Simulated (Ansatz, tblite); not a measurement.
# Ge21H28 ring sphere (Ge21H28): one state, many levels

Aim: run the singlet of Ge21H28 ring sphere (Ge21H28) at one geometry on many levels, and compare frontier levels, spin and run time.

Program: Ansatz 0.2.0, Gaussian basis. Level of theory: as each input shows. These are calculated values, not measurements.

The runs, in order: GFN1-xTB, GFN2-xTB, PBE-D4/def2-TZVP, r2SCAN-D4/def2-TZVP, PBE-D4/def2-SVP, PBE0-D4/def2-SVP.

1 further run of the same task is left out (set aside as unsound or not needed).

**1. The geometry**

The geometry is that of the singlet, from an earlier relaxation (r2SCAN-D4/def2-SVP).

49 atoms, charge 0, spin multiplicity 1.

Bond lengths: Ge1–Ge2 2.438 Å, Ge1–Ge6 2.429 Å, Ge1–H22 1.541 Å, Ge1–H23 1.541 Å, Ge2–Ge8 2.432 Å, Ge2–H24 1.542 Å, Ge2–H25 1.542 Å, Ge3–Ge4 2.438 Å, Ge3–Ge7 2.432 Å, Ge3–H26 1.542 Å, Ge3–H27 1.542 Å, Ge4–Ge9 2.430 Å, Ge4–H28 1.541 Å, Ge4–H29 1.542 Å, Ge5–Ge6 2.429 Å, Ge5–Ge7 2.444 Å, Ge5–H30 1.543 Å, Ge5–H31 1.542 Å and more. Angles: Ge2–Ge1–Ge6 110.2°, Ge2–Ge1–H22 109.8°, Ge2–Ge1–H23 109.8°, Ge6–Ge1–H22 109.6°, Ge6–Ge1–H23 109.6°, H22–Ge1–H23 107.8°, Ge1–Ge2–Ge8 110.4°, Ge1–Ge2–H24 110.1°, Ge1–Ge2–H25 110.1°, Ge8–Ge2–H24 109.3°, Ge8–Ge2–H25 109.3°, H24–Ge2–H25 107.5°, Ge4–Ge3–Ge7 110.7°, Ge4–Ge3–H26 110.0°, Ge4–Ge3–H27 109.9°, Ge7–Ge3–H26 109.3°, Ge7–Ge3–H27 109.2°, H26–Ge3–H27 107.6° and more.

PBE0-D4/def2-TZVP was run before; its log isn't repeated, and its numbers join the tables.

**2. GFN1-xTB**

Tight binding, by tblite at 300 K electronic temperature and without a spin-polarisation term:

```python
tblite.interface.Calculator('GFN1-xTB', numbers, positions, charge=0, uhf=0).singlepoint()
```

Energy -1373.2214 eV, HOMO -11.75 eV, LUMO -9.03 eV; 0.48 s.

**3. GFN2-xTB**

Tight binding, by tblite at 300 K electronic temperature and without a spin-polarisation term:

```python
tblite.interface.Calculator('GFN2-xTB', numbers, positions, charge=0, uhf=0).singlepoint()
```

Energy -1497.7836 eV, HOMO -9.88 eV, LUMO -6.22 eV; 0.55 s.

**4. PBE-D4/def2-TZVP**

start.molden holds the orbitals of an earlier run on this state, given as this run's starting guess.

The input, in.yaml:

```yaml
crystal:
  periodic: [false, false, false]
  atoms:
    - {symbol: Ge, position_ang: [-2.952820, -1.696696, -3.403750]}
    - {symbol: Ge, position_ang: [-2.927996, -1.686036, -0.966152]}
    - {symbol: Ge, position_ang: [1.008457, -3.984291, -0.167071]}
    - {symbol: Ge, position_ang: [0.995873, -4.006720, 2.270417]}
    - {symbol: Ge, position_ang: [1.004883, -1.690540, -3.449265]}
    - {symbol: Ge, position_ang: [-0.985161, -0.565148, -4.269303]}
    - {symbol: Ge, position_ang: [1.027414, -1.701039, -1.004937]}
    - {symbol: Ge, position_ang: [-0.944166, -0.545166, -0.143680]}
    - {symbol: Ge, position_ang: [1.028606, -1.727840, 3.113044]}
    - {symbol: Ge, position_ang: [-0.940759, -0.545217, 2.309055]}
    - {symbol: Ge, position_ang: [-0.959273, 1.719940, -3.446671]}
    - {symbol: Ge, position_ang: [-0.957879, 1.741403, -1.002280]}
    - {symbol: Ge, position_ang: [-2.946104, 2.863329, -0.163462]}
    - {symbol: Ge, position_ang: [-0.979886, 1.750754, 3.115446]}
    - {symbol: Ge, position_ang: [-2.970646, 2.861503, 2.274054]}
    - {symbol: Ge, position_ang: [3.001429, -0.549468, -0.159934]}
    - {symbol: Ge, position_ang: [2.997284, -0.556331, 2.290072]}
    - {symbol: Ge, position_ang: [2.988510, 1.725868, -1.016428]}
    - {symbol: Ge, position_ang: [1.026167, 2.874646, -0.156110]}
    - {symbol: Ge, position_ang: [2.989325, 1.722342, 3.139344]}
    - {symbol: Ge, position_ang: [1.019351, 2.870404, 2.293808]}
    - {symbol: H, position_ang: [-2.982552, -3.148653, -3.919065]}
    - {symbol: H, position_ang: [-4.222062, -0.988286, -3.915453]}
    - {symbol: H, position_ang: [-2.944810, -3.131242, -0.429301]}
    - {symbol: H, position_ang: [-4.185100, -0.975032, -0.426394]}
    - {symbol: H, position_ang: [-0.236226, -4.715968, -0.708701]}
    - {symbol: H, position_ang: [2.252021, -4.728511, -0.693323]}
    - {symbol: H, position_ang: [-0.264763, -4.730691, 2.782950]}
    - {symbol: H, position_ang: [2.227224, -4.775068, 2.789738]}
    - {symbol: H, position_ang: [1.039485, -3.146240, -3.959107]}
    - {symbol: H, position_ang: [2.267219, -0.980986, -3.979405]}
    - {symbol: H, position_ang: [-1.004530, -0.575222, -5.814331]}
    - {symbol: H, position_ang: [1.039136, -1.719334, 4.658940]}
    - {symbol: H, position_ang: [-2.214956, -1.281153, 2.789603]}
    - {symbol: H, position_ang: [-2.200933, 2.481089, -3.955677]}
    - {symbol: H, position_ang: [0.288121, 2.456405, -3.975473]}
    - {symbol: H, position_ang: [-4.200920, 2.149056, -0.704956]}
    - {symbol: H, position_ang: [-2.972041, 4.312620, -0.688826]}
    - {symbol: H, position_ang: [-0.967482, 1.754121, 4.661351]}
    - {symbol: H, position_ang: [-4.226926, 2.129740, 2.786222]}
    - {symbol: H, position_ang: [-3.021861, 4.311444, 2.794942]}
    - {symbol: H, position_ang: [4.266406, -1.285636, -0.659053]}
    - {symbol: H, position_ang: [4.266266, -1.290721, 2.779614]}
    - {symbol: H, position_ang: [2.922851, 1.689734, -2.557972]}
    - {symbol: H, position_ang: [4.278941, 2.469290, -0.613758]}
    - {symbol: H, position_ang: [1.020884, 4.338884, -0.653264]}
    - {symbol: H, position_ang: [2.968650, 1.708621, 4.681274]}
    - {symbol: H, position_ang: [4.266529, 2.460351, 2.687290]}
    - {symbol: H, position_ang: [1.018781, 4.335702, 2.785949]}
basis:
  gaussian: {orbitals: def2-TZVP, fitting: {mean_field: def2-universal-jkfit}, initial_orbitals: start.molden}
hamiltonian: {xc: pbe, dispersion: d4}
scf: {omitted_lower_state_checks: [starts]}
output: {orbitals: {seedname: orbitals}}
```

Started as:

```sh
$ ansatz run in.yaml --threads 11 --pin off --events-out ev --progress --plain --max-ram 174080MiB --backend cuda --devices 0, --max-vram 75GiB
```

Further steps of the session: r2SCAN-D4/def2-TZVP; PBE-D4/def2-SVP; PBE0-D4/def2-SVP.

Q: Predict the results of all the runs planned. Wanted: gap in def2-TZVP, named functionals, smallest and largest; binding an atom, functionals in def2-TZVP; PBE0 total energy, smallest basis above largest.

The runs gave:

| quantity | value |
| --- | --- |
| gap in def2-TZVP, named functionals, smallest and largest | 3.71 eV (PBE-D4), 5.27 eV (PBE0-D4) |
| binding an atom, functionals in def2-TZVP | 2.93 (PBE-D4) to 2.97 eV (r2SCAN-D4) |
| PBE0 total energy, smallest basis above largest | 149.17 eV (def2-SVP, def2-TZVP) |

What this shows: Orbital gaps of the named functionals in def2-TZVP span 3.71 eV (PBE-D4) to 5.27 eV (PBE0-D4); exact exchange widens it.
